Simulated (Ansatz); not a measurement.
# CH₂AlFO: taking an electron away

One table from this session's results is given with a row withheld; the runs are named, their logs left out.

Method: unrestricted cation, the program's frozen cores in correlated methods; program: Ansatz 0.2.0, Gaussian basis.

The runs, in order: UKS PBE-D4/def2-TZVPP; UKS r2SCAN-D4/def2-TZVPP; UKS PBE0-D4/def2-TZVPP; UKS B3LYP-D4/def2-TZVPP; UKS wB97X-V/def2-TZVPP; UKS wB97M-V/def2-TZVPP; UKS B2PLYP/def2-TZVPP; UHF-CCSD(T)/def2-TZVPP; UHF-MP2/def2-QZVPP; extrapolation to the limit; then −ε(HOMO) from the neutral's earlier runs with LDA (SPW92), PBE-D4, revPBE-D4, BLYP-D4, r2SCAN-D4, B97M-V, PBE0-D4, B3LYP-D4, r2SCANh-D4, r2SCAN0-D4, HSE06-D4, BHLYP-D4, CAM-B3LYP-D4, LC-ωPBE, ωB97X-V, ωB97M-V.

## The relaxed structure

The geometry comes from an earlier relaxation with PBE0-D4 in a triple-zeta def2 set; it is a stationary point.

SMILES `[F][Al]1[CH2][O]1`, 6 atoms, charge 0, spin multiplicity 1.

Atoms are counted from 1 here; the program's logs count them from 0.

Bond lengths: F1–Al2 1.634 Å, Al2–C3 1.867 Å, Al2–O4 1.690 Å, C3–O4 1.507 Å, C3–H5 1.090 Å, C3–H6 1.090 Å. Angles: F1–Al2–C3 168.9°, F1–Al2–O4 141.3°, C3–Al2–O4 49.8°, Al2–C3–O4 58.9°, Al2–C3–H5 123.7°, Al2–C3–H6 123.7°, O4–C3–H5 112.4°, O4–C3–H6 112.4°, H5–C3–H6 111.1°, Al2–O4–C3 71.2°.

Set-up of the first run:

in.yaml

```yaml
crystal:
  periodic: [false, false, false]
  atoms:
    - {symbol: F, position_ang: [-0.391796, -2.590736, 0.634582]}
    - {symbol: Al, position_ang: [-0.190299, -1.024519, 0.215913]}
    - {symbol: C, position_ang: [0.331959, 0.748363, -0.049716]}
    - {symbol: O, position_ang: [-0.897659, 0.191062, -0.720311]}
    - {symbol: H, position_ang: [1.093151, 1.053655, -0.767309]}
    - {symbol: H, position_ang: [0.096743, 1.558074, 0.640641]}
basis:
  gaussian: {orbitals: def2-TZVPP}
total_charge: 1
magnetization: {spin_polarized: true, initial_magnetization: 1}
hamiltonian: {xc: pbe, dispersion: d4}
```

Run with:

```console
ansatz run in.yaml --threads 2 --pin off --events-out ev --progress --plain --max-ram 4352MiB
```

Among the steps run: Cation, UKS PBE-D4/def2-TZVPP; Cation, UKS r2SCAN-D4/def2-TZVPP; Cation, UKS PBE0-D4/def2-TZVPP; Cation, UKS B3LYP-D4/def2-TZVPP; Cation, UKS wB97X-V/def2-TZVPP; Cation, UKS wB97M-V/def2-TZVPP; Cation, UKS B2PLYP (frozen core)/def2-TZVPP; Cation, UHF-CCSD(T)/def2-TZVPP; Cation, UHF-MP2/def2-QZVPP.

One table of the session follows, with a row left open; its other results are not shown here.

For comparison, −ε(HOMO) of the neutral from earlier runs:

| functional | −ε(HOMO) (eV) |
| --- | --- |
| LDA (SPW92) | 5.85 |
| PBE-D4 | 5.66 |
| revPBE-D4 | 5.58 |
| BLYP-D4 | 5.56 |
| r2SCAN-D4 | 5.85 |
| B97M-V | 5.91 |
| PBE0-D4 | 6.94 |
| B3LYP-D4 | 6.75 |
| r2SCANh-D4 | ? |
| r2SCAN0-D4 | 7.08 |
| HSE06-D4 | 6.54 |
| BHLYP-D4 | 8.16 |
| CAM-B3LYP-D4 | 8.35 |
| LC-ωPBE | 9.65 |
| ωB97X-V | 9.30 |
| ωB97M-V | 9.20 |

**Question.** Estimate the row for r2SCANh-D4.

Worked estimate for «−ε(HOMO) (eV)». Against the share of exact exchange, r2SCAN-D4 (0, 5.85), r2SCAN0-D4 (0.25, 7.08) give a slope of 4.92 per unit share; at 0.1 the line stands at 6.34.

As computed: −ε(HOMO) (eV): 6.34. In «−ε(HOMO) (eV)» the line misses by 0.00.
